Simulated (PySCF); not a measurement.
# EuO(OH): other functionals and bases at one geometry

One table from this session's results is given with a row withheld; the runs are named, their logs left out.

Program: PySCF 2.14.0. Level of theory: several levels, as the steps say, no spin–orbit coupling. These are calculated values, not measurements.

1 further run of the same task is left out (for a known fault of the program).

### Starting geometry

4 atoms, charge 0, spin multiplicity 1.

Bond lengths: Eu1–O2 1.854 Å, Eu1–O3 2.093 Å, Eu1–H4 2.890 Å, O3–H4 0.960 Å. Angles: O2–Eu1–O3 110.8°, O2–Eu1–H4 98.3°, O3–Eu1–H4 12.5°, Eu1–O3–H4 139.3°, Eu1–H4–O3 28.2°.

Coordinates:

| atom | x (Å) | y (Å) | z (Å) |
| --- | --- | --- | --- |
| Eu1 | -0.0070 | -0.0475 | -0.4384 |
| O2 | 1.2499 | 0.0363 | 0.9225 |
| O3 | -1.9498 | 0.0184 | 0.3382 |
| H4 | -2.3929 | 0.0813 | 1.1879 |

Formal oxidation states: Eu +3. Each metal's 6 4f electrons lie in its core potential, so multiplicities, spins and levels count the valence alone. An earlier session relaxed this geometry at PBE0, Eu lcecp-1-SVP with ECP52, O def2-SVP, H def2-SVP (singlet, point group Cs).

At PBE0 on the finer grid: E = -186.145338 Eh, HOMO -6.27 eV, LUMO -1.92 eV, Mulliken charge on Eu1 +0.79 e, largest force component 0.010 eV/Å. 

Levels to run: M06-L; wB97X; PBE0, TZVP. Hardware: 2 threads of Arm Neoverse V2, shared host.

Set-up of the first run:

run.py (the lines that set the calculation) reads:

```python
mol = gto.M(atom='''
Eu    -0.00702    -0.04746    -0.43841
O      1.24986     0.03632     0.92247
O     -1.94975     0.01842     0.33825
H     -2.39285     0.08134     1.18793''',
    basis={'Eu': 'lcecp-1-SVP', 'O': 'def2-SVP', 'H': 'def2-SVP'},
    ecp={'Eu': 'lcecp-1-SVP'},
    charge=0, spin=0)
mf = dft.RKS(mol, xc='M06L')
mf.grids.atom_grid = (75, 302)  # f atoms: unpruned, at least (60, 302)
mf = mf.density_fit()  # fitting sets: Eu AutoAux, O def2-universal-JKFIT, H def2-universal-JKFIT
mf.conv_tol = 1e-08; mf.max_cycle = 55
mf.kernel(dm0)  # dm0: the density of the relaxed state
```

Launch:

```sh
$ OMP_NUM_THREADS=2 python run.py
```

Steps of the session up to this table: M06-L; wB97X; PBE0, TZVP.

One of the session's tables, all rows but one given; the rest of the session is left out.

| level | HOMO (eV) | gap (eV) | charge on Eu1 (e) | dipole (D) | largest force component (eV/Å) |
| --- | --- | --- | --- | --- | --- |
| PBE0 (relaxed here) | -6.27 | 4.35 | 0.79 | 6.09 | 0.01 |
| M06-L | ? | ? | ? | ? | ? |
| wB97X | -8.52 | 8.31 | 0.80 | 6.50 | 0.31 |
| PBE0, TZVP | -6.27 | 4.35 | 1.23 | 6.36 | 0.28 |

Estimate the missing values for M06-L.

The run gave: HOMO (eV): -4.84; gap (eV): 3.25; charge on Eu1 (e): 0.89; dipole (D): 5.96; largest force component (eV/Å): 0.46. In the column «HOMO (eV)» it is the highest.

In one basis the HOMO–LUMO gap runs from 3.25 eV (M06-L) to 8.31 eV (wB97X). The largest leftover force, 0.46 eV/Å with M06-L, stands at a geometry relaxed at another level. With 4f in the core, its levels are missing from HOMO and gap, and its count is fixed, so no charge can pass from the ligands into it. Total energies of different levels can't be compared.
